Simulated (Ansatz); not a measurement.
Consider vertical spin-state energies of CH7SSi2, SMILES C[SiH2]S[SiH2] (Ansatz 0.2.0 through its Python package).

`spin_ch7ssi2.py`:
```python
# -*- coding: utf-8 -*-
"""Vertical spin-state energies of CH7SSi2."""

import logging
import sys

import ansatz as az

logging.basicConfig(stream=sys.stdout, format="[%(levelname)s] %(message)s")
log = logging.getLogger("ansatz_job")
log.setLevel(logging.INFO)

BASIS = "pcseg-2"
LEVEL = "MP2"

ch7ssi2 = (
    az.Crystal.molecule()
    .atom("C", (-0.7983, 1.8838, 0.4467))
    .atom("Si", (-0.5464, 0.1987, -0.1311))
    .atom("S", (1.4939, -0.2703, 0.1227))
    .atom("Si", (1.4614, -2.2331, -0.6888))
    .atom("H", (-0.5998, 2.045, 1.4769))
    .atom("H", (-1.8981, 2.2207, 0.3045))
    .atom("H", (-0.219, 2.6493, -0.1274))
    .atom("H", (-0.8339, 0.0731, -1.5772))
    .atom("H", (-1.361, -0.7401, 0.6893))
    .atom("H", (2.7615, -2.7945, -0.7736))
    .atom("H", (0.6051, -3.0895, 0.2785))
)

model = (
    ch7ssi2.calculation()
    .basis(gaussian=BASIS)  # atom-centred Gaussian functions
    .correlation(LEVEL)  # correlation on top of the mean field
)
found = {}
for unpaired in [1, 3]:
    data = model.spin("collinear", total=unpaired).run().report
    s = unpaired / 2
    found[unpaired] = data["free_energy_ev"]
    log.info(f"2S+1 = {unpaired + 1}: E = {found[unpaired]:.5f} eV, <S^2> = {abs(data['mean_field']['state']['spin_squared']):.3f} (pure state {s * (s + 1):.2f})")
lowest = min(found, key=found.get)
for unpaired, e in found.items():
    log.info(f"multiplicity {unpaired + 1}: {(e - found[lowest]):.3f} eV above the lowest")
```

Which spin state is lowest at this geometry, and how far above lie the others?

In order: multiplicity 2 (+0.00 eV) and multiplicity 4 (+6.35 eV), all at the one geometry.

The output:

```console
$ python spin_ch7ssi2.py
[INFO] 2S+1 = 2: E = -27700.14889 eV, <S^2> = 0.756 (pure state 0.75)
[INFO] 2S+1 = 4: E = -27693.79769 eV, <S^2> = 3.773 (pure state 3.75)
[INFO] multiplicity 2: 0.000 eV above the lowest
[INFO] multiplicity 4: 6.351 eV above the lowest
```

Caveats:
- Total energies depend on the basis set; only differences at equal settings carry meaning.
- The geometry is a force-field or estimated start, not a minimum of this method, and the basis set is short of its limit. All parts are taken at fixed geometry, without zero-point energy.
- The species is open-shell (spin multiplicity 2).
- S² is that of the Hartree-Fock reference.
- Timing: 88 s on 1 thread of Arm Neoverse V1, on a shared host, peak memory 0.66 GiB.
